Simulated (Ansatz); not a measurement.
# BH₄LiOSi (SMILES [Li][O]B[SiH3]): functionals against CCSD(T) at one geometry

How do the functionals fare away from a minimum? The structure is a frame of a short trajectory.

The runs use Ansatz 0.2.0, Gaussian basis; single points in def2-TZVPP.

Correlated methods freeze the cores. The outer core shell of Li, Na, Mg and K is correlated.

1 further run of the same task is left out (it didn't finish).

**1. The system as given**

SMILES `[Li][O]B[SiH3]`, 8 atoms, charge 0, spin multiplicity 1.

Atoms are counted from 1 here; the program's logs count them from 0.

Bond lengths: Li1–O2 1.673 Å, O2–B3 1.327 Å, B3–Si4 2.128 Å, B3–H5 1.229 Å, Si4–H6 1.531 Å, Si4–H7 1.523 Å, Si4–H8 1.509 Å. Angles: Li1–O2–B3 175.3°, O2–B3–Si4 117.0°, O2–B3–H5 115.5°, Si4–B3–H5 127.4°, B3–Si4–H6 108.2°, B3–Si4–H7 118.2°, B3–Si4–H8 108.0°, H6–Si4–H7 105.0°, H6–Si4–H8 110.4°, H7–Si4–H8 106.9°.

Geometry (Å):

| atom | x (Å) | y (Å) | z (Å) |
| --- | --- | --- | --- |
| Li1 | -1.8444 | -1.9562 | 1.9038 |
| O2 | -0.8065 | -0.7480 | 1.3916 |
| B3 | 0.0988 | 0.1467 | 1.0178 |
| Si4 | 0.4285 | 0.3717 | -1.0723 |
| H5 | 0.6156 | 0.7898 | 1.9290 |
| H6 | -0.5859 | 1.3848 | -1.6096 |
| H7 | 1.7854 | 0.8871 | -1.5351 |
| H8 | 0.2245 | -0.9744 | -1.7240 |

**2. PBE-D4/def2-TZVPP**

Contents of run/in.yaml:

```yaml
crystal:
  periodic: [false, false, false]
  atoms:
    - {symbol: Li, position_ang: [-1.844397, -1.956154, 1.903814]}
    - {symbol: O, position_ang: [-0.806511, -0.747950, 1.391623]}
    - {symbol: B, position_ang: [0.098787, 0.146714, 1.017794]}
    - {symbol: Si, position_ang: [0.428491, 0.371705, -1.072296]}
    - {symbol: H, position_ang: [0.615613, 0.789824, 1.929041]}
    - {symbol: H, position_ang: [-0.585885, 1.384801, -1.609609]}
    - {symbol: H, position_ang: [1.785380, 0.887078, -1.535084]}
    - {symbol: H, position_ang: [0.224484, -0.974401, -1.724009]}
basis:
  gaussian: {orbitals: def2-TZVPP}
hamiltonian: {xc: pbe, dispersion: d4}
output: {forces: true}
```

The run is started by

```sh
> ansatz run in.yaml --threads 2 --pin off --events-out ev --progress --plain --max-ram 3481MiB
```

**3. r2SCAN-D4/def2-TZVPP**

Changes to run/in.yaml since step 2:

```diff
@@ -13,3 +13,3 @@
   gaussian: {orbitals: def2-TZVPP}
-hamiltonian: {xc: pbe, dispersion: d4}
+hamiltonian: {xc: r2scan, dispersion: d4}
 output: {forces: true}
```

**4. PBE0-D4/def2-TZVPP**

Changes to run/in.yaml since step 3:

```diff
@@ -13,3 +13,3 @@
   gaussian: {orbitals: def2-TZVPP}
-hamiltonian: {xc: r2scan, dispersion: d4}
-output: {forces: true}
+hamiltonian: {xc: pbe0, dispersion: d4}
+output: {forces: true, orbitals: {seedname: orbitals}}
```

**5. wB97M-V/def2-TZVPP**

Changes to run/in.yaml since step 4:

```diff
@@ -13,3 +13,3 @@
   gaussian: {orbitals: def2-TZVPP}
-hamiltonian: {xc: pbe0, dispersion: d4}
-output: {forces: true, orbitals: {seedname: orbitals}}
+hamiltonian: {xc: {name: wB97M-V}}
+output: {forces: true}
```

**6. CCSD(T)/def2-TZVPP**

Changes to run/in.yaml since step 5:

```diff
@@ -13,3 +13,3 @@
   gaussian: {orbitals: def2-TZVPP}
-hamiltonian: {xc: {name: wB97M-V}}
+correlation: {method: ccsd_t}
 output: {forces: true}
```

(Steps that only read results are left out.)

What does the calculation give? Wanted: energy less free atoms, CCSD(T)/def2-TZVPP; RMS force component; RMS force error; HOMO and LUMO, PBE0-D4; T1 diagnostic.

**Answer**, as computed:

| quantity | value |
| --- | --- |
| energy less free atoms, CCSD(T)/def2-TZVPP | -610.1 kcal/mol |
| RMS force component | 0.251 to 0.325 eV/Å over the methods |
| RMS force error | PBE-D4 0.104, r2SCAN-D4 0.094, PBE0-D4 0.135, wB97M-V 0.090 eV/Å |
| HOMO and LUMO, PBE0-D4 | -5.50 and -1.39 eV |
| T1 diagnostic | 0.016 |

What this shows: Against CCSD(T) the functionals' energies less atoms differ by -20.3 to -9.9 kcal/mol, PBE-D4 by -20.3 kcal/mol. CCSD(T) in triple zeta still lacks some correlation energy of the bonds, so part of these gaps is its own basis error and they don't rank the functionals. On forces the order runs from wB97M-V to PBE0-D4. Frozen-core CCSD(T) forces in triple zeta carry basis errors of their own, and this is one geometry, so small gaps rank nothing.
